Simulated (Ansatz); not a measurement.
**AlGaH₅N: how energies converge with the basis set**

One table from this session's results is given with a row withheld; the runs are named, their logs left out.

Computed with Ansatz 0.2.0, Gaussian basis. Level: one geometry, several basis sets.

The runs, in order: PBE0-D4/def2-SVP; ωB97M-V/def2-SVP; PBE0-D4/def2-QZVPP; ωB97M-V/def2-QZVPP; the functionals' def2-TZVPP values are taken from earlier runs.

### The relaxed structure

All runs share one geometry, relaxed beforehand with PBE0-D4 in a triple-zeta def2 set.

SMILES `[NH2][GaH][AlH2]`, 8 atoms, charge 0, spin multiplicity 1.

Atoms are counted from 1 here; the program's logs count them from 0.

Bond lengths: N1–Ga2 1.824 Å, N1–H4 1.007 Å, N1–H5 1.005 Å, Ga2–Al3 2.513 Å, Ga2–H6 1.578 Å, Al3–H7 1.594 Å, Al3–H8 1.594 Å. Angles: Ga2–N1–H4 123.3°, Ga2–N1–H5 125.2°, H4–N1–H5 111.5°, N1–Ga2–Al3 120.2°, N1–Ga2–H6 111.8°, Al3–Ga2–H6 128.1°, Ga2–Al3–H7 121.7°, Ga2–Al3–H8 121.7°, H7–Al3–H8 116.6°.

Geometry (Å):

```mol
AlGaH5N
  3D, bonds by distance, orders not assigned

  8  7  0  0  0  0  0  0  0  0999 V2000
   -1.8186    0.0963    0.2652 N   0  0
   -0.1620    0.8098   -0.0056 Ga  0  0
    1.8364   -0.6946   -0.2460 Al  0  0
   -2.6501    0.6544    0.3683 H   0  0
   -2.0228   -0.8860    0.3308 H   0  0
   -0.2053    2.3860   -0.0568 H   0  0
    2.7114   -1.1310    1.0123 H   0  0
    2.3111   -1.2348   -1.6681 H   0  0
  1  2  8  0
  2  3  8  0
  1  4  8  0
  1  5  8  0
  2  6  8  0
  3  7  8  0
  3  8  8  0
M  END
```

Set-up of the first run:

in.yaml

```yaml
crystal:
  periodic: [false, false, false]
  atoms:
    - {symbol: N, position_ang: [-1.818606, 0.096295, 0.265210]}
    - {symbol: Ga, position_ang: [-0.162025, 0.809764, -0.005627]}
    - {symbol: Al, position_ang: [1.836408, -0.694625, -0.246015]}
    - {symbol: H, position_ang: [-2.650129, 0.654360, 0.368251]}
    - {symbol: H, position_ang: [-2.022791, -0.886005, 0.330807]}
    - {symbol: H, position_ang: [-0.205345, 2.385962, -0.056778]}
    - {symbol: H, position_ang: [2.711396, -1.130993, 1.012272]}
    - {symbol: H, position_ang: [2.311092, -1.234768, -1.668121]}
basis:
  gaussian: {orbitals: def2-SVP}
hamiltonian: {xc: pbe0, dispersion: d4}
output: {orbitals: {seedname: orbitals}}
```

On the command line:

```sh
ansatz run in.yaml --threads 2 --pin off --events-out ev --progress --plain --max-ram 4352MiB
```

Steps of the session up to this table: PBE0-D4 in def2-SVP; ωB97M-V in def2-SVP; PBE0-D4 in def2-QZVPP; ωB97M-V in def2-QZVPP.

One of the session's tables, all rows but one given; the rest of the session is left out.

It belongs to the step «Functionals by basis». 

| functional | basis | HOMO (eV) | LUMO (eV) |
| --- | --- | --- | --- |
| PBE0-D4 | def2-SVP | -6.93 | -1.97 |
| PBE0-D4 | def2-TZVPP | -6.97 | -2.01 |
| PBE0-D4 | def2-QZVPP | -6.99 | -2.03 |
| ωB97M-V | def2-SVP | -8.88 | -0.28 |
| ωB97M-V | def2-TZVPP | -8.96 | -0.40 |
| ωB97M-V | def2-QZVPP | ? | ? |

Q: Estimate the row for ωB97M-V, def2-QZVPP from the others.

The run gave: HOMO (eV): -8.98; LUMO (eV): -0.52. In the column «HOMO (eV)» it is the lowest.
